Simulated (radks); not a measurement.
**He⁺ in 2s1: an all-electron calculation**

An exercise on one series of results from a longer session: the logs are not shown, and one member is left open.

The numbers are computed with radks (a radial shooting solver on a logarithmic mesh, Libxc functionals) version 1 (Dirac Kohn-Sham, revPBE, spin-unpolarised, spherical densities, finite nucleus), except any that are marked as measured or tabulated.

## The atom as given

```
element            : helium (Z = 2)
charge             : +1
electrons          : 1
configuration      : 2s1
nuclear rms radius : 1.6755 fm
```

Outer shells as boxes (Hund's rule):

He⁺
```
2s [↑ ]
```

Set-up of the first run:

The run's settings:

```text
Z 2
configuration 2s1 1s0 2p0 3d0
relativity Dirac
functional pbe_r,pbe
spin unpolarised
j_filling energy
nucleus finite rms 1.6755 fm
c 137.035999084
```

Run with:

```bash
$ python run_ks.py task.json out
```

All runs below come from this command, one after another.

One table of the session follows, with a row left open; its other results are not shown here.

It belongs to the step «Shells». Sizes of the orbitals, from the radial functions (bohr):

```
level    <r>  outermost maximum (interpolated)  90 % within
1s1/2      ?                                 ?            ?
2s1/2  2.960                              2.58         4.49
2p1/2  2.631                              2.17         4.16
2p3/2  2.631                              2.17         4.16
```

Estimate the missing values for 1s1/2.

**Answer.** <r>: 0.7108; outermost maximum (interpolated): 0.470; 90 % within: 1.27. In the column «<r>» it is the lowest.
